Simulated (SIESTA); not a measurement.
Crystal: Ti3Sn.

```
Sn Ti
1.0
     0.00000    3.30520    3.30520
     3.30520    0.00000    3.30520
     3.30520    3.30520    0.00000
Sn Ti
1 3
Direct
  0.50000 0.50000 0.50000
  0.00000 0.00000 0.00000
  0.25000 0.25000 0.25000
  0.75000 0.75000 0.75000
```

Measurements of this composition are mostly on another form, of space group No. 194.

| Property | Result |
| --- | --- |
| Program | SIESTA 5.4.2 |
| Task | single point |
| Functional | PBEsol |
| Potentials or basis | PseudoDojo 0.4 standard (PBEsol files) |
| Basis | DZP (energy shift 0.003 Ry; two zetas on semicore shells) |
| Grid cutoff | 800 Ry |
| Energy shift | 0.003 Ry |
| k mesh | 7 × 7 × 7 |
| Occupations | fermi-dirac, width 0.05 eV |
| Spin | no spin polarisation |

On this cell: pressure -4.8 GPa; largest force zero by symmetry; band gap on the k mesh none (metal or under the smearing width).

The same run follows on a disturbed copy (atoms moved at random, drawn with an rms of 0.05 Å):

```
Sn Ti
1.0
     0.00000    3.30520    3.30520
     3.30520    0.00000    3.30520
     3.30520    3.30520    0.00000
Sn Ti
1 3
Direct
  0.49800 0.49718 0.48806
  0.00255 0.00342 0.00526
  0.26602 0.25099 0.23679
  0.75808 0.74415 0.74440
```

Task: What does the disturbed cell give?

Result: The energy (extrapolated to zero smearing) moves by +9.3 meV/atom; pressure -4.6 GPa; largest force 0.671 eV/Å; band gap on the k mesh none (metal or under the smearing width).

Forces on the atoms (eV/Å):
```
Sn   0.125  0.503  0.427
Ti  -0.279 -0.069  0.051
Ti   0.049 -0.232 -0.369
Ti   0.102 -0.204 -0.111
```

Stress tensor (GPa, compression positive):
```
-4.55  0.73  0.01
 0.73 -4.54  0.09
 0.01  0.09 -4.63
```

Caveats: the basis of atomic orbitals isn't converged, which shifts pressures, moduli and gaps.
